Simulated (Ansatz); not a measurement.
# ClH₉O₃Si₃Ti: up Jacob's ladder to CCSD(T)

The task here is to estimate one member of a computed series from the others.

Method: functionals in def2-TZVPP, the program's frozen cores in correlated methods; program: Ansatz 0.2.0, Gaussian basis.

The runs, in order: LDA (SPW92), PBE-D4, revPBE-D4, BLYP-D4, r2SCAN-D4, B97M-V, PBE0-D4, B3LYP-D4, r2SCANh-D4, r2SCAN0-D4, HSE06-D4, BHLYP-D4, CAM-B3LYP-D4, LC-ωPBE, ωB97X-V, ωB97M-V, B2PLYP, PBE-QIDH; CCSD(T)/def2-SVP; CCSD(T)/def2-TZVPP; MP2/def2-QZVPP; extrapolation to the limit; RPA on PBE.

## Structure used throughout

All runs share one geometry, relaxed beforehand with PBE0-D4 in a triple-zeta def2 set.

SMILES `[SiH3][O][Ti]([Cl])([O][SiH3])[O][SiH3]`, 17 atoms, charge 0, spin multiplicity 1.

Atoms are counted from 1 here; the program's logs count them from 0.

Bond lengths: Si1–O2 1.643 Å, Si1–H9 1.485 Å, Si1–H10 1.485 Å, Si1–H11 1.484 Å, O2–Ti3 1.773 Å, Ti3–Cl4 2.211 Å, Ti3–O5 1.773 Å, Ti3–O7 1.773 Å, O5–Si6 1.643 Å, Si6–H12 1.485 Å, Si6–H13 1.485 Å, Si6–H14 1.484 Å, O7–Si8 1.643 Å, Si8–H15 1.485 Å, Si8–H16 1.485 Å, Si8–H17 1.484 Å. Angles: O2–Si1–H9 109.2°, O2–Si1–H10 109.2°, O2–Si1–H11 109.1°, H9–Si1–H10 109.6°, H9–Si1–H11 109.9°, H10–Si1–H11 109.9°, Si1–O2–Ti3 177.6°, O2–Ti3–Cl4 109.5°, O2–Ti3–O5 109.4°, O2–Ti3–O7 109.4°, Cl4–Ti3–O5 109.5°, Cl4–Ti3–O7 109.5°, O5–Ti3–O7 109.4°, Ti3–O5–Si6 177.1°, O5–Si6–H12 109.2°, O5–Si6–H13 109.2°, O5–Si6–H14 109.1°, H12–Si6–H13 109.6° and more.

Coordinates:

```xyz
17

Si    1.0820    0.0361    3.0206
O     0.8260   -0.3627    1.4473
Ti    0.5028   -0.7350   -0.2561
Cl    1.7025   -2.4883   -0.8702
O     0.9383    0.6621   -1.2574
Si    1.2854    2.0024   -2.1423
O    -1.2213   -1.0942   -0.4638
Si   -2.8332   -1.3631   -0.6342
H    -0.2055   -0.0343    3.7571
H     1.6226    1.4172    3.0919
H     2.0537   -0.9170    3.6115
H     0.0559    2.4592   -2.8382
H     1.7719    3.0728   -1.2358
H     2.3340    1.6691   -3.1377
H    -3.3942   -0.3746   -1.5898
H    -3.4951   -1.2114    0.6864
H    -3.0446   -2.7386   -1.1491
```

The first run:

in.yaml reads:

```yaml
crystal:
  periodic: [false, false, false]
  atoms:
    - {symbol: Si, position_ang: [1.081975, 0.036056, 3.020557]}
    - {symbol: O, position_ang: [0.825984, -0.362690, 1.447258]}
    - {symbol: Ti, position_ang: [0.502754, -0.735034, -0.256051]}
    - {symbol: Cl, position_ang: [1.702499, -2.488297, -0.870204]}
    - {symbol: O, position_ang: [0.938292, 0.662103, -1.257443]}
    - {symbol: Si, position_ang: [1.285388, 2.002354, -2.142350]}
    - {symbol: O, position_ang: [-1.221262, -1.094202, -0.463760]}
    - {symbol: Si, position_ang: [-2.833237, -1.363089, -0.634168]}
    - {symbol: H, position_ang: [-0.205481, -0.034286, 3.757073]}
    - {symbol: H, position_ang: [1.622600, 1.417225, 3.091921]}
    - {symbol: H, position_ang: [2.053688, -0.917046, 3.611477]}
    - {symbol: H, position_ang: [0.055911, 2.459223, -2.838216]}
    - {symbol: H, position_ang: [1.771911, 3.072849, -1.235758]}
    - {symbol: H, position_ang: [2.334006, 1.669096, -3.137675]}
    - {symbol: H, position_ang: [-3.394247, -0.374623, -1.589777]}
    - {symbol: H, position_ang: [-3.495133, -1.211384, 0.686367]}
    - {symbol: H, position_ang: [-3.044650, -2.738555, -1.149149]}
basis:
  gaussian: {orbitals: def2-TZVPP}
hamiltonian: {xc: lda}
output: {orbitals: {seedname: orbitals}}
```

The run is started by

```console
> ansatz run in.yaml --threads 4 --pin off --events-out ev --progress --plain --max-ram 66560MiB --backend cuda --devices 0, --max-vram 37GiB
```

Steps of the session up to this table: LDA; PBE-D4 (GGA); revPBE-D4 (GGA); BLYP-D4 (GGA); r2SCAN-D4 (meta-GGA); B97M-V (meta-GGA); PBE0-D4 (hybrid); B3LYP-D4 (hybrid); r2SCANh-D4 (hybrid); r2SCAN0-D4 (hybrid); HSE06-D4 (hybrid); BHLYP-D4 (hybrid); CAM-B3LYP-D4 (range-separated); LC-ωPBE (range-separated); ωB97X-V (range-separated); ωB97M-V (range-separated); B2PLYP (double hybrid); PBE-QIDH (double hybrid).

One of the session's tables, all rows but one given; the rest of the session is left out.

It belongs to the step «Frontier levels by functional». 

| functional | HOMO (eV) | LUMO (eV) | gap (eV) |
| --- | --- | --- | --- |
| LDA (SPW92) | -7.54 | -3.20 | 4.34 |
| PBE-D4 | -7.42 | -2.99 | 4.43 |
| revPBE-D4 | -7.38 | -2.92 | 4.45 |
| BLYP-D4 | -7.29 | -2.88 | 4.41 |
| r2SCAN-D4 | -7.80 | -2.97 | 4.83 |
| B97M-V | -7.93 | -3.06 | 4.88 |
| PBE0-D4 | ? | ? | ? |
| B3LYP-D4 | -8.58 | -2.34 | 6.24 |
| r2SCANh-D4 | -8.31 | -2.61 | 5.70 |
| r2SCAN0-D4 | -9.09 | -2.05 | 7.05 |
| HSE06-D4 | -8.43 | -2.46 | 5.97 |
| BHLYP-D4 | -10.15 | -0.95 | 9.20 |
| CAM-B3LYP-D4 | -10.20 | -0.99 | 9.21 |
| LC-ωPBE | -11.57 | 0.10 | 11.66 |
| ωB97X-V | -11.23 | 0.09 | 11.31 |
| ωB97M-V | -11.10 | 0.06 | 11.16 |

Estimate the missing values for PBE0-D4.

As computed: HOMO (eV): -8.83; LUMO (eV): -2.08; gap (eV): 6.75. In the column «HOMO (eV)» it lies between r2SCAN0-D4 (-9.09) and B3LYP-D4 (-8.58).
